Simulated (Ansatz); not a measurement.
# GeSb2Te4: the cost of one run

Method: DFT PBE, scalar-relativistic, plane waves, PAW, in Ansatz 0.2.0.

### 1 Starting point

It takes space group I-4m2 (No. 119, tetragonal). Conventional cell: a = 6.119 Å, b = 6.119 Å, c = 12.103 Å, α = 90.00°, β = 90.00°, γ = 90.00°. Ge (site symmetry -4m2) is surrounded by 6 Te at 3.00 to 3.06 Å. Sb (site symmetry -4m2) has 6 Te at 3.05 to 3.06 Å in its first shell of neighbours. Te (site symmetry 2mm) has 3 Sb at 3.05 to 3.06 Å and 2 Ge at 3.06 Å in its first shell of neighbours. Around Te (site symmetry 2mm) lie 1 Ge at 3.00 Å and 3 Sb at 3.05 to 3.06 Å.

As a file:

```cif
data_structure
_symmetry_space_group_name_H-M 'P 1'
_symmetry_Int_Tables_number 1
_cell_length_a 12.2383
_cell_length_b 12.2383
_cell_length_c 14.8784
_cell_angle_alpha 114.285
_cell_angle_beta 114.285
_cell_angle_gamma 90.000
_cell_volume 1812.71
loop_
_atom_site_label
_atom_site_type_symbol
_atom_site_fract_x
_atom_site_fract_y
_atom_site_fract_z
_atom_site_occupancy
Ge1 Ge 0.00000 0.00000 0.00000 1
Ge2 Ge 0.00000 0.00000 0.50000 1
Ge3 Ge 0.50000 0.00000 0.50000 1
Ge4 Ge 0.50000 0.00000 0.00000 1
Ge5 Ge 0.00000 0.50000 0.50000 1
Ge6 Ge 0.00000 0.50000 0.00000 1
Ge7 Ge 0.50000 0.50000 0.00000 1
Ge8 Ge 0.50000 0.50000 0.50000 1
Sb1 Sb 0.25000 0.25000 0.50000 1
Sb2 Sb 0.25000 0.25000 0.00000 1
Sb3 Sb 0.75000 0.25000 0.00000 1
Sb4 Sb 0.75000 0.25000 0.50000 1
Sb5 Sb 0.25000 0.75000 0.00000 1
Sb6 Sb 0.25000 0.75000 0.50000 1
Sb7 Sb 0.75000 0.75000 0.50000 1
Sb8 Sb 0.75000 0.75000 0.00000 1
Sb9 Sb 0.37500 0.12500 0.25000 1
Sb10 Sb 0.37500 0.12500 0.75000 1
Sb11 Sb 0.87500 0.12500 0.75000 1
Sb12 Sb 0.87500 0.12500 0.25000 1
Sb13 Sb 0.37500 0.62500 0.75000 1
Sb14 Sb 0.37500 0.62500 0.25000 1
Sb15 Sb 0.87500 0.62500 0.25000 1
Sb16 Sb 0.87500 0.62500 0.75000 1
Te1 Te 0.00081 0.25081 0.00162 1
Te2 Te 0.00081 0.25081 0.50162 1
Te3 Te 0.50081 0.25081 0.50162 1
Te4 Te 0.50081 0.25081 0.00162 1
Te5 Te 0.00081 0.75081 0.50162 1
Te6 Te 0.00081 0.75081 0.00162 1
Te7 Te 0.50081 0.75081 0.00162 1
Te8 Te 0.50081 0.75081 0.50162 1
Te9 Te 0.12408 0.12408 0.24816 1
Te10 Te 0.12408 0.12408 0.74816 1
Te11 Te 0.62408 0.12408 0.74816 1
Te12 Te 0.62408 0.12408 0.24816 1
Te13 Te 0.12408 0.62408 0.74816 1
Te14 Te 0.12408 0.62408 0.24816 1
Te15 Te 0.62408 0.62408 0.24816 1
Te16 Te 0.62408 0.62408 0.74816 1
Te17 Te 0.24919 0.49919 0.49838 1
Te18 Te 0.24919 0.49919 0.99838 1
Te19 Te 0.74919 0.49919 0.99838 1
Te20 Te 0.74919 0.49919 0.49838 1
Te21 Te 0.24919 0.99919 0.99838 1
Te22 Te 0.24919 0.99919 0.49838 1
Te23 Te 0.74919 0.99919 0.49838 1
Te24 Te 0.74919 0.99919 0.99838 1
Te25 Te 0.37592 0.37592 0.75184 1
Te26 Te 0.37592 0.37592 0.25184 1
Te27 Te 0.87592 0.37592 0.25184 1
Te28 Te 0.87592 0.37592 0.75184 1
Te29 Te 0.37592 0.87592 0.25184 1
Te30 Te 0.37592 0.87592 0.75184 1
Te31 Te 0.87592 0.87592 0.75184 1
Te32 Te 0.87592 0.87592 0.25184 1
```

The runs take a perfect supercell of 56 atoms; the defect goes to fractional position (0.000, 0.000, 0.000).

### 2 The perfect supercell

File input.yaml:

```yaml
crystal:
  lattice:
    - [12.2383, 0.0, 0.0]
    - [0.0, 12.2383, 0.0]
    - [-6.11915, -6.11915, 12.10283]
  atoms:
    - { symbol: Ge, position: [0.0, 0.0, 0.0] }
    - { symbol: Ge, position: [0.0, 0.0, 0.5] }
    - { symbol: Ge, position: [0.5, 0.0, 0.5] }
    - { symbol: Ge, position: [0.5, 0.0, 0.0] }
    - { symbol: Ge, position: [0.0, 0.5, 0.5] }
    - { symbol: Ge, position: [0.0, 0.5, 0.0] }
    - { symbol: Ge, position: [0.5, 0.5, 0.0] }
    - { symbol: Ge, position: [0.5, 0.5, 0.5] }
    - { symbol: Sb, position: [0.25, 0.25, 0.5] }
    - { symbol: Sb, position: [0.25, 0.25, 0.0] }
    - { symbol: Sb, position: [0.75, 0.25, 0.0] }
    - { symbol: Sb, position: [0.75, 0.25, 0.5] }
    - { symbol: Sb, position: [0.25, 0.75, 0.0] }
    - { symbol: Sb, position: [0.25, 0.75, 0.5] }
    - { symbol: Sb, position: [0.75, 0.75, 0.5] }
    - { symbol: Sb, position: [0.75, 0.75, 0.0] }
    - { symbol: Sb, position: [0.375, 0.125, 0.25] }
    - { symbol: Sb, position: [0.375, 0.125, 0.75] }
    - { symbol: Sb, position: [0.875, 0.125, 0.75] }
    - { symbol: Sb, position: [0.875, 0.125, 0.25] }
    - { symbol: Sb, position: [0.375, 0.625, 0.75] }
    - { symbol: Sb, position: [0.375, 0.625, 0.25] }
    - { symbol: Sb, position: [0.875, 0.625, 0.25] }
    - { symbol: Sb, position: [0.875, 0.625, 0.75] }
    - { symbol: Te, position: [0.00081, 0.25081, 0.00162] }
    - { symbol: Te, position: [0.00081, 0.25081, 0.50162] }
    - { symbol: Te, position: [0.50081, 0.25081, 0.50162] }
    - { symbol: Te, position: [0.50081, 0.25081, 0.00162] }
    - { symbol: Te, position: [0.00081, 0.75081, 0.50162] }
    - { symbol: Te, position: [0.00081, 0.75081, 0.00162] }
    - { symbol: Te, position: [0.50081, 0.75081, 0.00162] }
    - { symbol: Te, position: [0.50081, 0.75081, 0.50162] }
    - { symbol: Te, position: [0.124081, 0.124081, 0.248162] }
    - { symbol: Te, position: [0.124081, 0.124081, 0.748162] }
    - { symbol: Te, position: [0.624081, 0.124081, 0.748162] }
    - { symbol: Te, position: [0.624081, 0.124081, 0.248162] }
    - { symbol: Te, position: [0.124081, 0.624081, 0.748162] }
    - { symbol: Te, position: [0.124081, 0.624081, 0.248162] }
    - { symbol: Te, position: [0.624081, 0.624081, 0.248162] }
    - { symbol: Te, position: [0.624081, 0.624081, 0.748162] }
    - { symbol: Te, position: [0.24919, 0.49919, 0.49838] }
    - { symbol: Te, position: [0.24919, 0.49919, 0.99838] }
    - { symbol: Te, position: [0.74919, 0.49919, 0.99838] }
    - { symbol: Te, position: [0.74919, 0.49919, 0.49838] }
    - { symbol: Te, position: [0.24919, 0.99919, 0.99838] }
    - { symbol: Te, position: [0.24919, 0.99919, 0.49838] }
    - { symbol: Te, position: [0.74919, 0.99919, 0.49838] }
    - { symbol: Te, position: [0.74919, 0.99919, 0.99838] }
    - { symbol: Te, position: [0.375919, 0.375919, 0.751838] }
    - { symbol: Te, position: [0.375919, 0.375919, 0.251838] }
    - { symbol: Te, position: [0.875919, 0.375919, 0.251838] }
    - { symbol: Te, position: [0.875919, 0.375919, 0.751838] }
    - { symbol: Te, position: [0.375919, 0.875919, 0.251838] }
    - { symbol: Te, position: [0.375919, 0.875919, 0.751838] }
    - { symbol: Te, position: [0.875919, 0.875919, 0.751838] }
    - { symbol: Te, position: [0.875919, 0.875919, 0.251838] }
basis:
  ecutwfc: 420
  fft_grid_basis: typed
kpoints:
  mp_grid: { grid: [1, 1, 1] }
hamiltonian:
  xc: pbe
  pseudopotentials: { kind: paw }
scf:
  occupations: { method: gaussian, width: 0.05 }
output:
  forces: true
  stress: false
  eigenvalues: true
  bader: false
  write_density: true
  volumetric_format: npy
```

On the command line:

```
ansatz run input.yaml --threads 8 --pin off --max-ram 16384MiB --backend cpu --events-out ev --progress --plain --runs-dir out
```

**Question.** How long does this run take on 8 threads of Arm Neoverse V1, shared host, and how much memory does it need?

About 25 s, with a peak of 2.8 GiB.
